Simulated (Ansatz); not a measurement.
# ScTi3N3: the cost of one run

Computed with Ansatz 0.2.0 (DFT PBE, scalar-relativistic, plane waves, PAW, unless a step names another level, unless a step's input says otherwise).

**1. Starting point**

It takes space group P4/mmm (No. 123, tetragonal). Conventional cell: a = 3.053 Å, b = 3.053 Å, c = 8.555 Å, α = 90.00°, β = 90.00°, γ = 90.00°. Sc (site symmetry 4/mmm) has 6 N at 2.16 to 2.24 Å in its first shell of neighbours. Ti (site symmetry 4mm) has 5 N at 2.08 to 2.16 Å in its first shell of neighbours. Ti (site symmetry 4/mmm) is surrounded by 2 N at 2.04 Å. N (site symmetry 4mm) is surrounded by 5 Ti at 2.04 to 2.16 Å and 1 Sc at 2.24 Å. Around N (site symmetry 4/mmm) lie 2 Ti at 2.08 Å and 4 Sc at 2.16 Å.

As a file:

```
Sc Ti N
1.0
     3.05342    0.00000    0.00000
     0.00000    3.05342    0.00000
     0.00000    0.00000    8.55536
Sc Ti N
1 3 3
Direct
  0.00000 0.00000 0.00000
  0.50000 0.50000 0.75644
  0.00000 0.00000 0.50000
  0.50000 0.50000 0.24356
  0.00000 0.00000 0.73807
  0.50000 0.50000 0.00000
  0.00000 0.00000 0.26193
```

It came out lowest among 22 distinct ends of the trial cells. At a tolerance of 0.05 Å it has space group P4/mmm (No. 123).

**2. Relaxing to 0.001 eV/Å, on the response runs' mesh and smearing**

Input file input.yaml:

```yaml
crystal:
  lattice:
    - [3.0534167515, 0.0, 0.0]
    - [0.0, 3.0534167515, 0.0]
    - [0.0, 0.0, 8.5553629879]
  atoms:
    - { symbol: Sc, position: [0.0, 0.0, 0.0] }
    - { symbol: Ti, position: [0.5, 0.5, 0.75644338] }
    - { symbol: Ti, position: [0.0, 0.0, 0.5] }
    - { symbol: Ti, position: [0.5, 0.5, 0.24355662] }
    - { symbol: "N", position: [0.0, 0.0, 0.7380719019] }
    - { symbol: "N", position: [0.5, 0.5, 0.0] }
    - { symbol: "N", position: [0.0, 0.0, 0.2619280981] }
basis:
  ecutwfc: 420
kpoints:
  mp_grid: { grid: [10, 10, 4] }
hamiltonian:
  xc: pbe
scf:
  occupations: { method: gaussian, width: 0.1 }
output:
  forces: true
  stress: true
  eigenvalues: true
relax:
  adjacent_minimum: "off"
  f_tol: 0.001
  max_steps: 60
  cell: { stress_tol: 0.01 }
```

Command:

```
ansatz run input.yaml --threads 3 --pin off --max-ram 7680MiB --backend cpu --events-out ev --progress --plain --runs-dir out
```

Q: Estimate wall time and peak memory on 3 threads of Arm Neoverse V1, shared host.

About 19 s, with a peak of 0.51 GiB.
